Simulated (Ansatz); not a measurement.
Born–Oppenheimer molecular dynamics of a periodic cell of 16 atoms, WC (start crystal WC, start structure P-6m2, volume 1 times the crystal's). It goes on from the last frame of an earlier run, with new velocities.

Computed with DFT PBEsol, scalar-relativistic, plane waves, PAW in Ansatz. Settings: accuracy low, PAW set soft_1, cutoff 420 eV, k mesh 3x3x3, fermi-dirac smearing 0.17 eV, no spin polarisation.

```yaml
ensemble: NVT, Langevin thermostat
time_step: 1 fs
steps_asked: 189
set_temperature: 1600 K
friction: 0.02 /fs
temperature_schedule: 142 steps to 300 K, then 47 steps to 300 K
seed: 829063
```

First frame:

```xyz
16
Lattice="-2.8861 -4.9989 0.0000 4.3291 -2.4994 0.0000 0.0000 0.0000 5.6483" Properties=species:S:1:pos:R:3
W -0.195 -4.988 0.098
C 1.259 -4.295 1.574
W 0.020 -5.087 2.970
C 1.218 -4.141 4.287
W -1.467 -2.487 0.145
C -0.122 -1.663 1.488
W -1.505 -2.380 2.993
C -0.031 -1.737 4.393
W 1.243 -2.448 0.105
C 2.733 -1.759 1.639
W 1.266 -2.408 2.837
C 2.816 -1.493 4.384
W -0.197 -0.019 0.198
C -1.644 -4.279 1.446
W 0.006 -0.081 2.939
C -1.467 -4.109 4.463
```

Q: What does the run give?

A: All steps were run.

- steps done: 189
- time covered: 189 fs
- mean temperature over the second half: 915 K
- spread of the potential energy over the second half: 35.1 meV per atom
- mean potential energy of the second half above the start: -145.0 meV per atom

The schedule's set-point averaged 409 K over the second half and the system 915 K, so it lags behind the ramp. A run of 0.19 ps of so small a system gives no equilibrium averages. Limits of this set-up: coarse k mesh, PAW files made for another functional, low accuracy level.

Q: What happens to the structure?

A: Mean squared displacements from the first frame to the last, about the centre of mass: W 0.01 Å², C 0.03 Å². Another seed would give other details.

Q: How do temperature and energy run in time?

A: 
```
time (fs)  T (K)  potential energy less start (eV)
        0   1500                             0.000
        6   1577                             0.030
       12   1961                            -0.442
       18   2200                            -0.718
       24   1844                            -0.415
       30   1956                            -0.894
       36   1918                            -1.120
       42   1765                            -0.845
       48   1283                            -0.605
       54   1211                            -0.514
       60   1222                            -0.431
       66   1057                            -0.612
       72   1134                            -1.036
       78   1188                            -1.302
       84   1030                            -1.346
       90   1161                            -1.505
       96   1507                            -1.918
      102   1548                            -2.162
      108   1363                            -1.959
      114   1322                            -1.945
      120   1195                            -2.058
      126    994                            -1.795
      132    784                            -1.588
      138    733                            -1.670
      144    729                            -1.905
      150    799                            -2.170
      156    676                            -2.387
      162    750                            -2.717
      168    691                            -3.023
      174    693                            -3.232
      180    584                            -3.224
      186    523                            -3.169
```

Time of the run: 31 min on 2 threads of Arm Neoverse V1, on a shared host, peak memory 0.62 GiB.
